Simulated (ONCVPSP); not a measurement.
# An ONCV potential for N, from input to tests

Do these settings give a usable potential? It is generated, then checked for transferability, scattering, ghosts and hardness.

Method: ONCVPSP 4.0.1, LDA (Perdew-Zunger), scalar-relativistic.

## Step 1: Settings

Typed settings, in words:

- element: nitrogen (N, Z = 7)
- type: optimised norm-conserving Vanderbilt (ONCV)
- frozen core: [He]
- valence charge: 5
- reference configuration: 2s1 2p4
- partial waves: 2s: rc 1.10 bohr, ncon 4, nbas 8, qcut 6.9 1/bohr, local; 2p: rc 2.00 bohr, ncon 4, nbas 8, qcut 8 1/bohr, 1 projector; d scattering state at 0.04 Ha: rc 1.85 bohr, ncon 4, nbas 7, qcut 5.7 1/bohr, 2 projectors, debl 2.3 Ha
- local potential: the s channel
- core correction: Teter function, fcfact 3, rcfact 1.2

## Step 2: Generation

Input file N.dat:

```
# ATOM AND REFERENCE CONFIGURATION
# atsym  z   nc   nv     iexc    psfile
  N 7.00    1    2        3      upf
#
#   n    l    f
    1    0    2.00
    2    0    1.00
    2    1    4.00
#
# PSEUDOPOTENTIAL AND OPTIMIZATION
# lmax
    2
#
#   l,   rc,      ep,       ncon, nbas, qcut
    0    1.10    0.00    4    8    6.90
    1    2.00    0.00    4    8    8.00
    2    1.85    0.04    4    7    5.70
#
# LOCAL POTENTIAL
# lloc, lpopt,  rc(5),   dvloc0
    0    5    1.10    0.00
#
# VANDERBILT-KLEINMAN-BYLANDER PROJECTORs
# l, nproj, debl
    0    0    2.00
    1    1    3.40
    2    2    2.30
#
# MODEL CORE CHARGE
# icmod, fcfact, rcfact
    3    3.00    1.20
#
# LOG DERIVATIVE ANALYSIS
# epsh1, epsh2, depsh
   -2.00    5.00    0.02
#
# OUTPUT GRID
# rlmax, drl
    6.00    0.01
#
# TEST CONFIGURATIONS
# ncnf
    4
# nvcnf
#   n    l    f
    2
    2    0    2.00
    2    1    3.00
#
    2
    2    0    2.00
    2    1    2.00
#
    2
    2    0    2.00
    2    1    1.00
#
    2
    2    0    1.00
    2    1    3.00
#
```

Run with:

```bash
$ oncvpsp.x < N.dat > N.out
```

**Question.** What will these runs give? Wanted: cutoffs for 1 and 0.1 mHa per electron, occupied waves; bound ghosts; GHOST(+) flags; largest test error; largest phase difference near zero energy, channels read; rms error of d²Exc/dn², without and with the model core.

As calculated:

| quantity | value |
| --- | --- |
| cutoffs for 1 and 0.1 mHa per electron, occupied waves | 23 Ha and 109 Ha |
| bound ghosts | none found |
| GHOST(+) flags | none at low energy |
| largest test error (AE − PS) | +610 meV, for 2s2 2p1 |
| largest phase difference near zero energy, channels read | 0.010 rad |
| rms error of d²Exc/dn², without and with the model core | 2.48 and 1.77 mHa |

The worst unpolarised test, 2s2 2p1, is off by 610 meV on 31.5 eV; by total energies transferability rates as poor. The potential is of middling hardness: the looser tolerance needs 23 Ha. The tighter tolerance needs 109 Ha, and converged work needs a cutoff nearer that. At the looser tolerance the 2s wave is the slowest; 2p needs 19 Ha. No bound ghost shows below the valence levels. Near zero energy the phases of the channels with partial waves agree within 0.010 rad. All of this concerns the isolated atom, not yet a solid.
